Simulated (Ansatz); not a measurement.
Runs of Ansatz 0.2.0 on NiMoIrPdW. Symmetry: P3m1, No. 156, trigonal system. The conventional cell has a = 2.766 Å, b = 2.766 Å, c = 11.023 Å, α = 90.00°, β = 90.00°, γ = 120.00°. Around Ni (site symmetry 3m) lie 3 Mo at 2.60 Å and 3 Pd at 2.71 Å and 6 Ni at 2.77 Å. Mo (site symmetry 3m) is surrounded by 3 Ni at 2.60 Å and 6 Mo at 2.77 Å and 3 Ir at 2.82 Å. Pd (site symmetry 3m) is surrounded by 3 Ni at 2.71 Å and 3 W at 2.74 Å and 6 Pd at 2.77 Å. Ir (site symmetry 3m) is surrounded by 3 W at 2.74 Å and 6 Ir at 2.77 Å and 3 Mo at 2.82 Å. W (site symmetry 3m) is surrounded by 3 Pd at 2.74 Å and 3 Ir at 2.74 Å and 6 W at 2.77 Å. The cell was built by a generator and needn't be a form met in nature.

```tsv
task	level	cell	k mesh	points for each segment of the path	gap on the mesh (eV)	pressure (GPa)	moment (μB)	relaxed volume (Å³/atom)	largest force (eV/Å)
band structure	PBE	as given	11 × 11 × 3	14	none	(a)	0.00	-	0.16
relaxation of cell and atoms	PBE	relaxed	8 × 8 × 2	-	none	0.0	0.00	14.62	0.01
relaxation of cell and atoms	LDA	relaxed	8 × 8 × 2	-	none	0.0	0.00	13.81	-
band structure	LDA	as given	11 × 11 × 3	14	none	-14.4	0.00	-	0.16
```

Alike in all rows: potentials or basis Ansatz PAW; spin collinear, ferromagnetic start; cutoff (eV) 420; smearing fermi-dirac 0.05 eV.

Question: Fill in the values left out.

Answer: (a) 0.2.

Caveats: the starting moments weren't kept; spin-orbit coupling is left out, which moves the levels of the heavy elements (some runs); the plane-wave basis is chosen anew once the cell has moved, so the energies of steps on either side of that aren't comparable (some runs); the PAW data sets come from PBE, with cores solved anew for the run's functional, which leaves a small shift of forces and pressure (some runs).

A k mesh can miss the band edges, and the runs leave out spin-orbit coupling on Ir, Mo, Pd, W.

A gap of «none» marks a metal or a gap under the smearing width.
